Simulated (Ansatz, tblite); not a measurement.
**Si51H52 off sphere (Si₅₁H₅₂): spin-state energies by level**

Is the singlet the ground state of Si51H52 off sphere (Si₅₁H₅₂)? Other spin states are computed and compared level by level.

Computed with Ansatz 0.2.0, Gaussian basis. Level: as each input shows.

Levels to be run: triplet, at the geometry of the singlet (GFN1-xTB, PBE0-D4/def2-SVP, PBE-D4/def2-SVP); the singlet's energies come from earlier runs.

1 further run of the same task is left out (set aside as unsound or not needed). Runs told in other sessions of the task aren't counted.

**1. The geometry**

The singlet was relaxed beforehand with r2SCAN-D4/def2-SVP.

103 atoms, charge 0, spin multiplicity 1.

Bond lengths: Si1–Si26 2.357 Å, Si1–Si28 2.353 Å, Si1–H52 1.496 Å, Si1–H53 1.500 Å, Si2–Si27 2.354 Å, Si2–Si29 2.353 Å, Si2–H54 1.496 Å, Si2–H55 1.500 Å, Si3–Si28 2.356 Å, Si3–Si30 2.354 Å, Si3–Si31 2.355 Å, Si3–H56 1.502 Å, Si4–Si29 2.353 Å, Si4–Si30 2.354 Å, Si4–Si32 2.355 Å, Si4–H57 1.502 Å, Si5–Si26 2.354 Å, Si5–Si27 2.353 Å and more. Angles: Si26–Si1–Si28 113.4°, Si26–Si1–H52 109.3°, Si26–Si1–H53 108.8°, Si28–Si1–H52 110.4°, Si28–Si1–H53 107.3°, H52–Si1–H53 107.5°, Si27–Si2–Si29 109.8°, Si27–Si2–H54 111.6°, Si27–Si2–H55 108.4°, Si29–Si2–H54 112.1°, Si29–Si2–H55 107.0°, H54–Si2–H55 107.7°, Si28–Si3–Si30 110.1°, Si28–Si3–Si31 109.3°, Si28–Si3–H56 108.8°, Si30–Si3–Si31 109.3°, Si30–Si3–H56 109.9°, Si31–Si3–H56 109.4° and more.

**2. Triplet at the fixed geometry, GFN1-xTB**

Tight binding, by tblite at 300 K electronic temperature and without a spin-polarisation term:

```python
tblite.interface.Calculator('GFN1-xTB', numbers, positions, charge=0, uhf=2).singlepoint()
```

Energy -3315.4127 eV; 6.2 s.

**3. Triplet at the fixed geometry, PBE0-D4/def2-SVP**

in.yaml

```yaml
crystal:
  periodic: [false, false, false]
  atoms:
    - {symbol: Si, position_ang: [-4.432418, -3.849421, 0.155032]}
    - {symbol: Si, position_ang: [-4.449694, -0.830915, -2.874731]}
    - {symbol: Si, position_ang: [-4.444389, -0.998570, 2.711343]}
    - {symbol: Si, position_ang: [-4.464830, 1.731795, 0.003701]}
    - {symbol: Si, position_ang: [-1.786118, -3.667970, -2.739629]}
    - {symbol: Si, position_ang: [-1.707799, -3.701296, 2.752838]}
    - {symbol: Si, position_ang: [0.966049, -3.709447, -0.003636]}
    - {symbol: Si, position_ang: [-1.716704, -0.969320, -5.466586]}
    - {symbol: Si, position_ang: [-1.727458, 1.727787, -2.702119]}
    - {symbol: Si, position_ang: [0.979353, -0.980705, -2.713559]}
    - {symbol: Si, position_ang: [0.969568, 1.713630, -5.467871]}
    - {symbol: Si, position_ang: [-1.750568, -0.992292, -0.012333]}
    - {symbol: Si, position_ang: [-1.736594, 1.738262, 2.702025]}
    - {symbol: Si, position_ang: [0.970066, -0.968884, 2.710130]}
    - {symbol: Si, position_ang: [0.993357, 1.750077, -0.012960]}
    - {symbol: Si, position_ang: [-1.742622, -0.954884, 5.457882]}
    - {symbol: Si, position_ang: [0.956686, 1.743816, 5.457734]}
    - {symbol: Si, position_ang: [0.832191, 4.449490, -2.875342]}
    - {symbol: Si, position_ang: [-1.729595, 4.465649, 0.003011]}
    - {symbol: Si, position_ang: [1.001203, 4.444936, 2.710062]}
    - {symbol: Si, position_ang: [3.697537, -3.699937, -2.729594]}
    - {symbol: Si, position_ang: [3.666852, 1.785153, -2.741839]}
    - {symbol: Si, position_ang: [3.709669, -0.966673, -0.005252]}
    - {symbol: Si, position_ang: [3.702947, 1.707790, 2.751404]}
    - {symbol: Si, position_ang: [3.851558, 4.431562, 0.153626]}
    - {symbol: Si, position_ang: [-3.264653, -5.031688, -1.516812]}
    - {symbol: Si, position_ang: [-3.108006, -2.303177, -4.128462]}
    - {symbol: Si, position_ang: [-3.070707, -2.366217, 1.372427]}
    - {symbol: Si, position_ang: [-3.111047, 0.375705, -1.362657]}
    - {symbol: Si, position_ang: [-5.812871, 0.350361, 1.350831]}
    - {symbol: Si, position_ang: [-3.092558, 0.376429, 4.063512]}
    - {symbol: Si, position_ang: [-3.097655, 3.099491, 1.348190]}
    - {symbol: Si, position_ang: [-0.393450, -2.353006, -1.366439]}
    - {symbol: Si, position_ang: [2.338379, -5.050256, -1.362905]}
    - {symbol: Si, position_ang: [2.334308, -2.336875, -4.075798]}
    - {symbol: Si, position_ang: [-0.236549, -5.052905, 1.509025]}
    - {symbol: Si, position_ang: [-0.379010, -2.308444, 4.098575]}
    - {symbol: Si, position_ang: [2.321381, -2.320775, 1.330360]}
    - {symbol: Si, position_ang: [-0.376872, 0.376143, -4.080476]}
    - {symbol: Si, position_ang: [-0.374335, 3.110835, -1.363194]}
    - {symbol: Si, position_ang: [2.352778, 0.392430, -1.367861]}
    - {symbol: Si, position_ang: [2.302188, 3.107097, -4.130887]}
    - {symbol: Si, position_ang: [-0.382624, 0.383212, 1.335695]}
    - {symbol: Si, position_ang: [-0.373987, 3.094006, 4.062948]}
    - {symbol: Si, position_ang: [2.310071, 0.380136, 4.098226]}
    - {symbol: Si, position_ang: [2.367821, 3.070502, 1.370904]}
    - {symbol: Si, position_ang: [-0.405604, 0.407120, 6.831410]}
    - {symbol: Si, position_ang: [-0.347777, 5.813628, 1.349833]}
    - {symbol: Si, position_ang: [5.049136, -2.341079, -1.363823]}
    - {symbol: Si, position_ang: [5.031327, 3.264632, -1.520724]}
    - {symbol: Si, position_ang: [5.053356, 0.235473, 1.507342]}
    - {symbol: H, position_ang: [-5.577666, -3.115144, -0.467091]}
    - {symbol: H, position_ang: [-5.005159, -4.833449, 1.131633]}
    - {symbol: H, position_ang: [-5.564843, -1.553061, -2.187502]}
    - {symbol: H, position_ang: [-5.062016, 0.167874, -3.812128]}
    - {symbol: H, position_ang: [-5.295945, -1.874691, 3.585560]}
    - {symbol: H, position_ang: [-5.326443, 2.590313, -0.877915]}
    - {symbol: H, position_ang: [-0.931888, -4.541443, -3.613563]}
    - {symbol: H, position_ang: [-2.602247, -4.546305, 3.614740]}
    - {symbol: H, position_ang: [-2.541861, -0.079529, -6.347124]}
    - {symbol: H, position_ang: [-0.843168, -1.816748, -6.341058]}
    - {symbol: H, position_ang: [-2.598849, 2.599581, -3.562514]}
    - {symbol: H, position_ang: [0.080979, 2.535781, -6.352440]}
    - {symbol: H, position_ang: [1.818745, 0.837745, -6.338244]}
    - {symbol: H, position_ang: [-2.622712, -1.837670, 6.296190]}
    - {symbol: H, position_ang: [1.839286, 2.623755, 6.296386]}
    - {symbol: H, position_ang: [-0.166614, 5.065779, -3.810085]}
    - {symbol: H, position_ang: [1.558290, 5.561670, -2.187438]}
    - {symbol: H, position_ang: [-2.587938, 5.327179, -0.878871]}
    - {symbol: H, position_ang: [1.878257, 5.296169, 3.583701]}
    - {symbol: H, position_ang: [4.565027, -4.567999, -3.596113]}
    - {symbol: H, position_ang: [4.539819, 0.930998, -3.616343]}
    - {symbol: H, position_ang: [4.549021, 2.602097, 3.612422]}
    - {symbol: H, position_ang: [3.118275, 5.577939, -0.467622]}
    - {symbol: H, position_ang: [4.836630, 5.002607, 1.130183]}
    - {symbol: H, position_ang: [-4.260502, -5.605686, -2.480892]}
    - {symbol: H, position_ang: [-2.530558, -6.173532, -0.889063]}
    - {symbol: H, position_ang: [-3.977996, -3.185249, -4.977995]}
    - {symbol: H, position_ang: [-6.690304, -0.502474, 0.485271]}
    - {symbol: H, position_ang: [-6.694785, 1.195284, 2.220584]}
    - {symbol: H, position_ang: [-3.959722, 1.270137, 4.904641]}
    - {symbol: H, position_ang: [-3.952738, 3.955092, 2.239839]}
    - {symbol: H, position_ang: [1.483558, -5.944442, -2.209559]}
    - {symbol: H, position_ang: [3.196134, -5.915799, -0.489473]}
    - {symbol: H, position_ang: [1.467107, -3.186660, -4.954348]}
    - {symbol: H, position_ang: [3.183009, -1.470587, -4.956308]}
    - {symbol: H, position_ang: [-0.945065, -6.174051, 0.817118]}
    - {symbol: H, position_ang: [0.764355, -5.655457, 2.450710]}
    - {symbol: H, position_ang: [0.525038, -3.143666, 4.960307]}
    - {symbol: H, position_ang: [3.189723, -3.188561, 2.197906]}
    - {symbol: H, position_ang: [3.184610, 3.976438, -4.980728]}
    - {symbol: H, position_ang: [-1.267188, 3.961810, 4.903932]}
    - {symbol: H, position_ang: [3.145091, -0.524471, 4.959573]}
    - {symbol: H, position_ang: [-1.269698, 1.271586, 7.699215]}
    - {symbol: H, position_ang: [0.449161, -0.447504, 7.718253]}
    - {symbol: H, position_ang: [-1.192482, 6.695634, 2.219710]}
    - {symbol: H, position_ang: [0.505307, 6.690865, 0.484295]}
    - {symbol: H, position_ang: [5.913595, -3.199449, -0.489915]}
    - {symbol: H, position_ang: [5.944384, -1.488165, -2.211268]}
    - {symbol: H, position_ang: [6.176805, 2.532771, -0.896933]}
    - {symbol: H, position_ang: [5.600122, 4.261982, -2.486349]}
    - {symbol: H, position_ang: [5.653573, -0.766466, 2.449386]}
    - {symbol: H, position_ang: [6.176300, 0.941863, 0.816051]}
basis:
  gaussian: {orbitals: def2-SVP, fitting: {mean_field: def2-universal-jkfit}}
magnetization: {spin_polarized: true, initial_magnetization: 2}
hamiltonian: {xc: pbe0, dispersion: d4}
scf: {omitted_lower_state_checks: [starts]}
output: {orbitals: {seedname: orbitals}}
```

On the command line:

```
$ ansatz run in.yaml --threads 11 --pin off --events-out ev --progress --plain --max-ram 174080MiB --backend cuda --devices 0, --max-vram 75GiB
```

Standard output:

```text
Functional definition: PBE0
  name "PBE0"
  cite "Adamo & Barone, J. Chem. Phys. 110, 6158 (1999) doi:10.1063/1.478522"
  cite "Perdew, Burke & Ernzerhof, Phys. Rev. Lett. 77, 3865 (1996) doi:10.1103/PhysRevLett.77.3865"
  parent pbe
  parameter a = 0.25
  parameter kappa = 0.804
  parameter beta = 0.06672455060314922
  exchange = (1 - a)*pbe_x(kappa = kappa, mu = beta*pi^2/3) + a*exact_x
  correlation = pbe_c(beta = beta)
these checks for a lower state are left out or cut short: starts
7464 factors; integrals over basis functions are off by at most 3.1e-1 eV
mean field evaluation 1: about -402330.3983 eV, gradient 2.0e1 eV
mean field evaluation 2: about -402328.8940 eV, gradient 2.7e1 eV
mean field evaluation 4: about -402333.4781 eV, gradient 4.0e0 eV
mean field evaluation 8: about -402333.6059 eV, gradient 1.2e0 eV
mean field evaluation 16: about -402333.6197 eV, gradient 2.6e-2 eV
mean field evaluation 32: about -402333.6201 eV, gradient 7.1e-4 eV
mean field -402333.62008765 eV, -14785.4878266987 hartree, gradient 9.1e-6 eV, S^2 2.003234; 0 other end points of the search recorded, 0 dependent functions left out
reference -402333.62018463 eV, -14785.4878302624 hartree; 384, 382 occupied and 794, 796 virtual orbitals, 7464 factors
Total energy: -402343.48905227 eV, -14785.8505044589 hartree
Checks for a lower state left out: starts
```

Run time: 82 s. Hardware: 1 × H100 with 11 threads of AMD EPYC 7R13, shared host; peak host memory 2.5 GiB.

Report: HOMO -2.92 eV, LUMO -5.84 eV (over both spins; with the spin held, an empty level of the minority spin lies below the top filled one); ⟨S²⟩ 2.003 (pure: 2.00).

**4. Triplet at the fixed geometry, PBE-D4/def2-SVP**

start.molden holds the orbitals of an earlier run on this state, given as this run's starting guess.

in.yaml: that of step 3 with these lines changed.

```diff
@@ -107,5 +107,5 @@
 basis:
-  gaussian: {orbitals: def2-SVP, fitting: {mean_field: def2-universal-jkfit}}
+  gaussian: {orbitals: def2-SVP, fitting: {mean_field: def2-universal-jkfit}, initial_orbitals: start.molden}
 magnetization: {spin_polarized: true, initial_magnetization: 2}
-hamiltonian: {xc: pbe0, dispersion: d4}
+hamiltonian: {xc: pbe, dispersion: d4}
 scf: {omitted_lower_state_checks: [starts]}
```

Same command.

Standard output:

```text
Functional definition: PBE
  name "PBE"
  cite "Perdew, Burke & Ernzerhof, Phys. Rev. Lett. 77, 3865 (1996) doi:10.1103/PhysRevLett.77.3865"
  parent pbe
  parameter kappa = 0.804
  parameter beta = 0.06672455060314922
  exchange = pbe_x(kappa = kappa, mu = beta*pi^2/3)
  correlation = pbe_c(beta = beta)
these checks for a lower state are left out or cut short: starts
7464 factors; integrals over basis functions are off by at most 3.1e-1 eV
mean field evaluation 1: about -402291.8441 eV, gradient 1.6e1 eV
mean field evaluation 2: about -402292.8332 eV, gradient 1.0e0 eV
mean field evaluation 4: about -402292.8697 eV, gradient 1.9e-1 eV
mean field evaluation 8: about -402292.8724 eV, gradient 1.1e-3 eV
mean field evaluation 16: about -402292.8724 eV, gradient 2.5e-5 eV
mean field -402292.87238184 eV, -14783.9903761299 hartree, gradient 3.1e-6 eV, S^2 2.001140; 0 other end points of the search recorded, 0 dependent functions left out
reference -402292.87251090 eV, -14783.9903808728 hartree; 384, 382 occupied and 794, 796 virtual orbitals, 7464 factors
Total energy: -402303.52632244 eV, -14784.3819012255 hartree
Checks for a lower state left out: starts
```

Wall time 36 s (1 × H100 with 11 threads of AMD EPYC 7R13, shared host); peak host memory 2.4 GiB.

Report: HOMO -2.68 eV, LUMO -5.78 eV (over both spins; with the spin held, an empty level of the minority spin lies below the top filled one); ⟨S²⟩ 2.001 (pure: 2.00).

**5. Triplet less singlet, vertical**

The singlet's energies are those of its earlier runs, whose logs aren't repeated here.

| level | triplet less singlet, vertical (kcal/mol) | time |
| --- | --- | --- |
| GFN1-xTB | +50.9 | 10 s |
| PBE-D4/def2-SVP | +72.3 | 51 s |
| PBE0-D4/def2-SVP | +88.0 | 1.7 min |

Times add the two runs; a level without a time comes out of a correlated run. Tight binding without a spin term can't rank spin states.

**6. Outcome**

```
                                               quantity                                       value
triplet less singlet, vertical, functionals in def2-SVP  +72.3 (PBE-D4) to +88.0 kcal/mol (PBE0-D4)
```

What this shows: All functionals put the triplet above the singlet, over a spread of 15.7 kcal/mol. The checks for a lower triplet were left out, so another state of that spin may lie lower. These are electronic energies, without zero-point motion, entropy or surroundings.
